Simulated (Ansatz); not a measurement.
a series on the CsCl structure: YSc, ScMo, ScPd: a table of relaxed lattice constants and trends, run with Ansatz 0.2.0 through its Python package.

The script, `series_ysc.py`:
```python
'''Element substitution on the CsCl prototype.'''

import warnings

import ansatz as az
import numpy as np
from tabulate import tabulate


def cscl(first, second, a):
    return (
        az.Lattice.cubic(a)
        .space_group(221)
        .atom(first, (0, 0, 0))
        .atom(second, (0.5, 0.5, 0.5))
    )


def run_phase(name, crystal, relax=True):
    calc = crystal.calculation()
    calc = calc.scf(tolerance=1e-08).functional('pbesol')
    calc = calc.basis(520).kpoints(spacing=0.27)
    calc = calc.occupations('fermi_dirac', width=0.05)
    calc = calc.stress()
    calc = calc.band_table()
    if relax:
        calc = calc.relax(force_tolerance=0.03, cell=True)
    return calc.run()

def bulk_modulus(name, outcome, step=0.015):
    # B = -V dP/dV from the pressures of two uniformly scaled cells, atoms held at their fractions
    pressure = []
    for factor in (1 - step, 1.0, 1 + step):
        cell = az.Crystal(lattice=az.Lattice.of(outcome.lattice.cell_ang * factor ** (1 / 3)))
        for site in outcome.report['lattice']['sites']:
            cell = cell.atom(site['symbol'], site['position_frac'])
        pressure.append(np.trace(run_phase(name, cell, relax=False).report['stress_gpa']) / 3)
    slope, bend = (pressure[0] - pressure[2]) / (2 * step), abs(pressure[0] + pressure[2] - 2 * pressure[1])
    # a jump of mesh or basis between the cells shows as a kink: no modulus then
    return float(slope) if bend < 12 * step**2 * abs(slope) + 0.15 and abs(pressure[1]) < 1.5 else float('nan')

def relaxed_twice(name, crystal):
    # the second pass draws mesh and plane waves anew for the relaxed cell
    first = run_phase(name, crystal)
    again = az.Crystal(lattice=az.Lattice.of(first.lattice.cell_ang))
    for site in first.report['lattice']['sites']:
        again = again.atom(site['symbol'], site['position_frac'])
    return run_phase(name, again)


def volume_per_atom(outcome):
    return abs(np.linalg.det(outcome.lattice.cell_ang)) / len(outcome.lattice.sites)


def main() -> None:
    # rough a for each member; the cell is relaxed
    warnings.simplefilter('ignore', az.DeckWarning)

    phases = {}
    phases['YSc'] = cscl('Sc', 'Y', 3.9)
    phases['ScMo'] = cscl('Sc', 'Mo', 3.51)
    phases['ScPd'] = cscl('Sc', 'Pd', 3.35)

    done = {}
    for name, crystal in phases.items():
        try:
            done[name] = relaxed_twice(name, crystal)
        except az.NonConvergedError as error:
            print(name, 'did not converge:', str(error)[:120])

    rows = [(name, float(np.linalg.norm(o.lattice.cell_ang[0])), volume_per_atom(o), bulk_modulus(name, o)) for name, o in done.items()]
    print(tabulate(rows, headers=['compound', 'a (A)', 'V (A^3/atom)', 'B (GPa)'], floatfmt='.4f', tablefmt='rst'))


if __name__ == '__main__':
    main()
```

Rank the compounds by their relaxed volume per atom.

From smallest to largest: ScPd (17.43 Å³), ScMo (17.49 Å³) and YSc (27.13 Å³). The largest is 56 % above the smallest.

What the script printed:

`python series_ysc.py` gives:
```text
==========  =======  ==============  =========
compound      a (A)    V (A^3/atom)    B (GPa)
==========  =======  ==============  =========
YSc          3.7860         27.1334    47.2978
ScMo         3.2705         17.4915   124.3580
ScPd         3.2668         17.4317   122.5787
==========  =======  ==============  =========
```

What to keep in mind:
- For the metals among these phases the mesh is modest: differences between phases can be off by up to 40 meV an atom.
- The program warned that this SCF threshold is loose for forces or stresses.
- The bulk modulus is taken at fixed shape and positions, an upper value where these are free.
- Pressure is positive in compression.
- The cells are built on a prototype by substitution; a member may or may not take this structure in nature.
- The script silences the warnings on its input, which a real study should read.
- Wall time of the script: 57 s on 1 thread of Arm Neoverse V1, with other jobs on the host, peak memory 0.45 GiB.

(Lines on the test bed's own set-up are left out of the output.)
